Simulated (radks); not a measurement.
# A spherical quantum dot from 1 to 7 electrons

Aim: add electrons one at a time to a Woods-Saxon well (radius 4.78 bohr*, depth 9.4 hartree*, edge 0.17 bohr*), try the lowest free levels for each, keep the configuration of least energy, and see where shells close.

The numbers are computed with radks (version 2): non-relativistic spin-polarised Kohn-Sham, LDA (Slater exchange, Perdew-Wang correlation), spherically averaged shells.

**1. What is given**

| Item | Value |
| --- | --- |
| well | a Woods-Saxon well (radius 4.78 bohr*, depth 9.4 hartree*, edge 0.17 bohr*) |
| functional | LDA (Slater exchange, Perdew-Wang correlation) |
| levels | named by radial order: 1s, 1p, 1d, 2s, 1f and so on |
| units | effective atomic units, hartree* and bohr* |
| configuration carried in | none |

The runs that follow: N = 1; 2 electrons; N = 3; N = 4; 5 electrons; 6 electrons; 7 electrons.

**Question.** What will these runs give? Wanted: closed shells at N; largest addition energy; most unpaired electrons; polarisability at N = 2; configuration at N = 7.

**Answer**, as computed:

```
               quantity                                    value
     closed shells at N                                        2
largest addition energy  0.451 hartree* at N = 2 (of N = 1 to 6)
most unpaired electrons                               3 at N = 5
polarisability at N = 2                             27.47 bohr*³
 configuration at N = 7                     1s2 1p(up 3, down 2)
```

Shells close at N = 2, and the second difference peaks there. The largest moment in range is 3, first at N = 5: exchange favours parallel spins in open shells. The model keeps every shell spherical, so real clusters and dots, which can deform, may order levels otherwise.
